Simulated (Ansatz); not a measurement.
2 structures of CdAu, a ranking of polymorphs by energy

With Ansatz 0.2.0, Python API.

Contents of `cdau_pm_3m.vasp`:
```text
CdAu
1.0
   3.32000000    0.00000000    0.00000000
   0.00000000    3.32000000    0.00000000
   0.00000000    0.00000000    3.32000000
Cd Au
1 1
Direct
   0.50000000    0.50000000    0.50000000
   0.00000000    0.00000000    0.00000000
```

Contents of `cdau_p_6m2.vasp`:
```text
CdAu
1.0
   3.09033208    0.00000000    0.00000000
  -1.54516604    2.67630608    0.00000000
   0.00000000    0.00000000    4.60128205
Cd Au
1 1
Direct
   0.00000000    0.00000000    0.00000000
   0.33333333    0.66666667    0.50000000
```

Notebook, run cell by cell (the value of a cell's last expression is shown):

```python
import warnings

import ansatz
from ase.io import read
import numpy as np
import spglib
```

```python
def compute(name, crystal):
    calc = (
        crystal.calculation()
        .functional('pbesol')
        .basis(500)
        .kpoints(spacing=0.15)
        .occupations('cold', width=0.05)
        .stress()
        .band_table()
    )
    calc = calc.relax(force_tolerance=0.01, max_steps=60, fix_cell=['shape'])
    return calc.run(threads=1, pin='off')
```

```python
def space_group(outcome):
    sites = outcome.report['lattice']['sites']
    kinds = sorted({site['symbol'] for site in sites})
    cell = (outcome.lattice.cell_ang, [site['position_frac'] for site in sites], [kinds.index(site['symbol']) for site in sites])
    return spglib.get_spacegroup(cell, symprec=0.01)
```

```python
def pressure_gpa(outcome):
    return float(np.trace(outcome.report['stress_gpa']) / 3)
```

```python
def volume_per_atom(outcome):
    return abs(np.linalg.det(outcome.lattice.cell_ang)) / len(outcome.lattice.sites)
```

```python
warnings.simplefilter('ignore')

phases = {}
atoms = read('cdau_pm_3m.vasp', format='vasp')
pm_3m = ansatz.Crystal.from_ase(atoms)
phases['Pm-3m'] = pm_3m
atoms = read('cdau_p_6m2.vasp', format='vasp')
p_6m2 = ansatz.Crystal.from_ase(atoms)
phases['P-6m2'] = p_6m2
```

```python
done = {}
for name, crystal in phases.items():
    done[name] = compute(name, crystal)
    print(f'{name}: {done[name].report["energy_sigma0_ev"]:.4f} eV, {len(done[name].lattice.sites)} atoms')
```

    Pm-3m: -21191.5253 eV, 2 atoms
    P-6m2: -21191.4053 eV, 2 atoms

```python
energy = {name: o.report['energy_sigma0_ev'] / len(o.lattice.sites) for name, o in done.items()}
lowest = min(energy.values())
rows = [(name, len(o.lattice.sites), 1000 * (energy[name] - lowest), space_group(o), pressure_gpa(o), volume_per_atom(o)) for name, o in done.items()]
rows.sort(key=lambda row: row[2])
print('     phase       atoms  dE (meV/atom)  space group     P (GPa)  V (A^3/atom)')
for row in rows:
    print(f'{str(row[0]):>10}  {row[1]:10d}  {row[2]:13.1f}  {str(row[3]):>11}  {row[4]:10.2f}  {row[5]:12.3f}')
```

         phase       atoms  dE (meV/atom)  space group     P (GPa)  V (A^3/atom)
         Pm-3m           2            0.0  Pm-3m (221)       -0.00        18.252
         P-6m2           2           60.0  P-6m2 (187)       -0.01        18.341

By space group at the end of each run: Pm-3m (+0 meV an atom, 18.3 Å³) and P-6m2 (+60 meV an atom, 18.3 Å³).

Absolute energies stand on the zero of these potentials, so only differences at equal settings mean something. Atoms and volume are relaxed with the cell's shape held, which in cells of lower than cubic symmetry can hide stresses and shift volumes. This is a high-temperature or high-pressure form, not the ambient phase. Pressure is positive in compression. Spin-orbit coupling, which matters for elements this heavy, is left out. The cells come from databases of deposited and of computed structures, and not all need be stable phases. The ranking holds among these structures alone, at zero temperature; the ground state may be another structure. Differences under 10 to 15 meV an atom lie within the error of mesh and functional. The whole script took 110 s on 1 thread of Arm Neoverse V1, on a shared host, peak memory 0.66 GiB.
